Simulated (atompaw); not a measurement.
**Pseudopotential generation for cobalt: PAW (atompaw), LDA (PW92)**

Aim: build the potential from the settings below, then test how well it stands in for the atom: scattering, ghost states and the plane-wave cutoff that it needs.

Program: atompaw 4.2.0.5. Reference atom: LDA (PW92), scalar-relativistic, spherical and spin-unpolarised. All values are calculated.

## 1. The design

Typed settings, in words:

- element: cobalt (Co, Z = 27)
- type: PAW
- frozen core: [Ne]
- valence charge: 17
- reference configuration: 3s2 3p6 3d7 4s1 4p1
- partial waves: 3s (bound): rc 1.05 bohr; 4s (bound): rc 1.55 bohr; 3p (bound): rc 0.95 bohr; 4p (bound): rc 1.30 bohr; 3d (bound): rc 1.15 bohr; 3d channel at 4.1 Ry: rc 1.15 bohr
- local potential: bessel scheme, radius 1.50 bohr
- core correction: smooth core density matched at 1.50 bohr
- augmentation charge: besselshape compensation charge, radius 1.45 bohr; PAW radius 1.55 bohr; waves and projectors: custom rrkj gramschmidtortho

## 2. Generating the potential

Co.input

```
Co 27
LDA-PW scalarrelativistic loggrid 1500 logderivrange -10 5 376
4 4 3 0 0 0
4 0 1
4 1 1
3 2 7
0 0 0
c
c
v
v
c
v
v
v
2
1.55 1.45 1.50 1.50
n
n
y
4.1
n
custom rrkj gramschmidtortho besselshape
bessel
1.05
1.55
0.95
1.30
1.15
1.15
PWSCFOUT
UPFDX 0.0125d0 UPFXMIN -7.d0 UPFZMESH 27.d0
END
```

Command:

```bash
$ atompaw < Co.input > Co.log
```

**Question.** What will these runs give? Wanted: cutoffs for 10 and 1 mRy, occupied levels; bound ghosts; largest phase difference near zero energy, channels read; lowest eigenvalue of the overlap; share of valence orbitals outside the PAW sphere; UPF file.

**Answer**, as computed:

| quantity | value |
| --- | --- |
| cutoffs for 10 and 1 mRy, occupied levels | 120 Ry and 200 Ry |
| bound ghosts | none found |
| largest phase difference near zero energy, channels read | 0.002 rad |
| lowest eigenvalue of the overlap (Bessel basis) | 0.076 (s) |
| share of valence orbitals outside the PAW sphere | 3s 2 %, 4s 91 %, 3p 3 %, 4p 97 %, 3d 17 % |
| UPF file | written |

**Reading.** It counts as hard, with 120 Ry needed at the looser tolerance. The Bessel-basis test finds no level below the valence levels. Near zero energy the phases of the channels with partial waves agree within 0.002 rad. These are tests on the free atom; a crystal test is still owed.
